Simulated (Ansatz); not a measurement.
# C₂HF₃O₂: a ladder of functionals and wavefunction methods

How much do the methods differ for C₂HF₃O₂? The plan is to run it at one geometry with functionals of several rungs and with coupled cluster, and see how far each lands from CCSD(T) at the basis-set limit for the atomisation energy.

The runs use Ansatz 0.2.0, Gaussian basis; functionals in def2-TZVPP, the program's frozen cores in correlated methods.

Levels to be run: LDA (SPW92), PBE-D4, revPBE-D4, BLYP-D4, r2SCAN-D4, B97M-V, PBE0-D4, B3LYP-D4, r2SCANh-D4, r2SCAN0-D4, HSE06-D4, BHLYP-D4, CAM-B3LYP-D4, LC-ωPBE, ωB97X-V, ωB97M-V, B2PLYP, PBE-QIDH; CCSD(T)/def2-SVP; CCSD(T)/def2-TZVPP; MP2/def2-QZVPP; extrapolation to the limit; RPA on PBE.

## (1) The geometry

All runs share one geometry, relaxed beforehand with PBE0-D4 in a triple-zeta def2 set.

SMILES `O=COC(F)(F)F`, 8 atoms, charge 0, spin multiplicity 1.

Atoms are counted from 1 here; the program's logs count them from 0.

Bond lengths: O1–C2 1.183 Å, C2–O3 1.369 Å, C2–H8 1.097 Å, O3–C4 1.376 Å, C4–F5 1.321 Å, C4–F6 1.322 Å, C4–F7 1.322 Å. Angles: O1–C2–O3 126.1°, O1–C2–H8 126.7°, O3–C2–H8 107.2°, C2–O3–C4 119.2°, O3–C4–F5 106.5°, O3–C4–F6 111.8°, O3–C4–F7 111.8°, F5–C4–F6 108.8°, F5–C4–F7 108.8°, F6–C4–F7 109.0°.

As a file:

```mol
C2HF3O2
  3D, bonds by distance, orders not assigned

  8  7  0  0  0  0  0  0  0  0999 V2000
    0.8830   -0.9976    1.3115 O   0  0
    0.0007   -1.2488    0.5653 C   0  0
   -0.5381   -0.3986   -0.3618 O   0  0
   -0.0380    0.8783   -0.4712 C   0  0
   -0.7294    1.4714   -1.4278 F   0  0
   -0.1887    1.5619    0.6508 F   0  0
    1.2411    0.8772   -0.8071 F   0  0
   -0.5386   -2.2008    0.4845 H   0  0
  1  2  8  0
  2  3  8  0
  3  4  8  0
  4  5  8  0
  4  6  8  0
  4  7  8  0
  2  8  8  0
M  END
```

## (2) LDA

This LDA is Slater exchange with PW92 correlation.

The input, in.yaml:

```yaml
crystal:
  periodic: [false, false, false]
  atoms:
    - {symbol: O, position_ang: [0.883038, -0.997584, 1.311479]}
    - {symbol: C, position_ang: [0.000714, -1.248825, 0.565324]}
    - {symbol: O, position_ang: [-0.538096, -0.398617, -0.361841]}
    - {symbol: C, position_ang: [-0.037979, 0.878257, -0.471195]}
    - {symbol: F, position_ang: [-0.729375, 1.471363, -1.427821]}
    - {symbol: F, position_ang: [-0.188702, 1.561890, 0.650810]}
    - {symbol: F, position_ang: [1.241120, 0.877186, -0.807085]}
    - {symbol: H, position_ang: [-0.538620, -2.200771, 0.484530]}
basis:
  gaussian: {orbitals: def2-TZVPP}
hamiltonian: {xc: lda}
output: {orbitals: {seedname: orbitals}}
```

Command:

```
ansatz run in.yaml --threads 4 --pin off --events-out ev --progress --plain --max-ram 10444MiB
```

Further steps of the session: PBE-D4 (GGA); revPBE-D4 (GGA); BLYP-D4 (GGA); r2SCAN-D4 (meta-GGA); B97M-V (meta-GGA); PBE0-D4 (hybrid); B3LYP-D4 (hybrid); r2SCANh-D4 (hybrid); r2SCAN0-D4 (hybrid); HSE06-D4 (hybrid); BHLYP-D4 (hybrid); CAM-B3LYP-D4 (range-separated); LC-ωPBE (range-separated); ωB97X-V (range-separated); ωB97M-V (range-separated); B2PLYP (double hybrid); PBE-QIDH (double hybrid); CCSD(T) in def2-SVP; CCSD(T) in def2-TZVPP; MP2 in def2-QZVPP; RPA on PBE orbitals.

Q: Predict the results of all the runs planned. Wanted: atomisation energy, CCSD(T)/CBS; farthest beyond LDA; mean size of error, GGA; mean size of error, meta-GGA; mean size of error, hybrid; mean size of error, range-separated; mean size of error, double hybrid; gap, smallest and largest; T1 diagnostic.

**Answer**, as computed:

| quantity | value |
| --- | --- |
| atomisation energy, CCSD(T)/CBS | 829.4 kcal/mol |
| functionals within 4.1 kcal/mol (0.5 %) | B97M-V, r2SCANh-D4 |
| farthest beyond LDA | BHLYP-D4 (-59.2 kcal/mol) |
| mean size of error, GGA | 23.5 kcal/mol |
| mean size of error, meta-GGA | 6.2 kcal/mol |
| mean size of error, hybrid | 17.8 kcal/mol |
| mean size of error, range-separated | 7.0 kcal/mol |
| mean size of error, double hybrid | 6.9 kcal/mol |
| gap, smallest and largest | 5.28 eV (LDA (SPW92)), 13.66 eV (LC-ωPBE) |
| T1 diagnostic | 0.0138 |
| triples share of the correlation energy | 3.5 % |

What this shows: LDA overbinds by 197.2 kcal/mol (24 %). PBE-D4 is off by +48.9 kcal/mol. Double hybrids carry the basis error of their MP2 part in triple zeta, and no dispersion term here, so their miss is partly the set-up's. By mean error the best rung here is meta-GGA (6.2 kcal/mol) and the worst beyond LDA is GGA (23.5 kcal/mol). The gap between the best rungs is small, so their order is not settled. The reference freezes the cores and leaves out relativity and excitations past (T), so misses under about 4.1 kcal/mol can't be ranked. Hartree-Fock recovers 65 % of the binding; the rest is correlation. CCSD(T) in def2-SVP is off by -38.9 kcal/mol, which most functionals beat. Orbital gaps span 5.3 to 13.7 eV; exact exchange widens them.
